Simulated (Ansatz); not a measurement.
# F₄H₂O₂W: a ladder of functionals and wavefunction methods

The task here is to estimate one member of a computed series from the others.

The runs use Ansatz 0.2.0, Gaussian basis; functionals in def2-TZVPP, the program's frozen cores in correlated methods.

The runs, in order: LDA (SPW92), PBE-D4, revPBE-D4, BLYP-D4, r2SCAN-D4, B97M-V, PBE0-D4, B3LYP-D4, r2SCANh-D4, r2SCAN0-D4, HSE06-D4, BHLYP-D4, CAM-B3LYP-D4, LC-ωPBE, ωB97X-V, ωB97M-V, B2PLYP, PBE-QIDH; CCSD(T)/def2-SVP; MP2/def2-TZVPP; MP2/def2-QZVPP; RPA on PBE.

## The relaxed structure

The geometry comes from an earlier relaxation with PBE0-D4 in a triple-zeta def2 set; it is a stationary point, not always the lowest conformer. W takes the def2 core potential; no spin-orbit term is included.

SMILES `[OH][W]([OH])([F])([F])([F])[F]`, 9 atoms, charge 0, spin multiplicity 1.

Atoms are counted from 1 here; the program's logs count them from 0.

Bond lengths: O1–W2 1.841 Å, O1–H8 0.958 Å, W2–O3 1.841 Å, W2–F4 1.861 Å, W2–F5 1.861 Å, W2–F6 1.857 Å, W2–F7 1.857 Å, O3–H9 0.958 Å. Angles: W2–O1–H8 141.4°, O1–W2–O3 94.8°, O1–W2–F4 90.1°, O1–W2–F5 175.0°, O1–W2–F6 92.1°, O1–W2–F7 92.1°, O3–W2–F4 175.1°, O3–W2–F5 90.2°, O3–W2–F6 92.1°, O3–W2–F7 92.1°, F4–W2–F5 84.9°, F4–W2–F6 87.7°, F4–W2–F7 87.7°, F5–W2–F6 87.7°, F5–W2–F7 87.7°, F6–W2–F7 173.8°, W2–O3–H9 141.8°.

Set-up of the first run:

Input file in.yaml:

```yaml
crystal:
  periodic: [false, false, false]
  atoms:
    - {symbol: O, position_ang: [-0.840661, -1.459543, 0.089669]}
    - {symbol: W, position_ang: [-0.039114, 0.179597, -0.157302]}
    - {symbol: O, position_ang: [1.167394, -0.029752, 1.217212]}
    - {symbol: F, position_ang: [-1.193469, 0.535029, -1.573404]}
    - {symbol: F, position_ang: [0.667007, 1.860877, -0.529891]}
    - {symbol: F, position_ang: [-1.263501, 1.022187, 0.955627]}
    - {symbol: F, position_ang: [1.153167, -0.514671, -1.399941]}
    - {symbol: H, position_ang: [-1.537458, -2.013474, -0.264442]}
    - {symbol: H, position_ang: [1.886644, 0.419760, 1.662482]}
basis:
  gaussian: {orbitals: def2-TZVPP}
hamiltonian: {xc: lda}
output: {orbitals: {seedname: orbitals}}
```

Command:

```
$ ansatz run in.yaml --threads 4 --pin off --events-out ev --progress --plain --max-ram 11315MiB
```

Among the steps run: LDA; PBE-D4 (GGA); revPBE-D4 (GGA); BLYP-D4 (GGA); r2SCAN-D4 (meta-GGA); B97M-V (meta-GGA); B3LYP-D4 (hybrid); r2SCANh-D4 (hybrid); r2SCAN0-D4 (hybrid); HSE06-D4 (hybrid); BHLYP-D4 (hybrid); CAM-B3LYP-D4 (range-separated); LC-ωPBE (range-separated); ωB97X-V (range-separated); ωB97M-V (range-separated); B2PLYP (double hybrid); PBE-QIDH (double hybrid).

One of the session's tables, all rows but one given; the rest of the session is left out.

It belongs to the step «Orbital energies across the functionals». 

```
  functional  HOMO (eV)  LUMO (eV)  gap (eV)
 LDA (SPW92)      -9.08      -4.16      4.92
      PBE-D4      -8.84      -3.93      4.91
   revPBE-D4      -8.75      -3.83      4.92
     BLYP-D4      -8.77      -3.87      4.89
   r2SCAN-D4      -9.31      -3.95      5.36
      B97M-V      -9.43      -3.95      5.48
     PBE0-D4     -10.72      -3.34      7.38
    B3LYP-D4     -10.44      -3.58      6.86
  r2SCANh-D4     -10.01      -3.72      6.29
  r2SCAN0-D4     -11.06      -3.35      7.71
    HSE06-D4     -10.31      -3.72      6.59
    BHLYP-D4     -12.55      -2.60      9.94
CAM-B3LYP-D4     -12.25      -2.29      9.96
     LC-ωPBE     -13.55      -1.04     12.51
     ωB97X-V     -13.22      -1.14     12.08
     ωB97M-V          ?          ?         ?
```

Q: Estimate the row for ωB97M-V from the others.

As computed: HOMO (eV): -13.17; LUMO (eV): -1.18; gap (eV): 11.99. In the column «HOMO (eV)» it lies between ωB97X-V (-13.22) and BHLYP-D4 (-12.55).
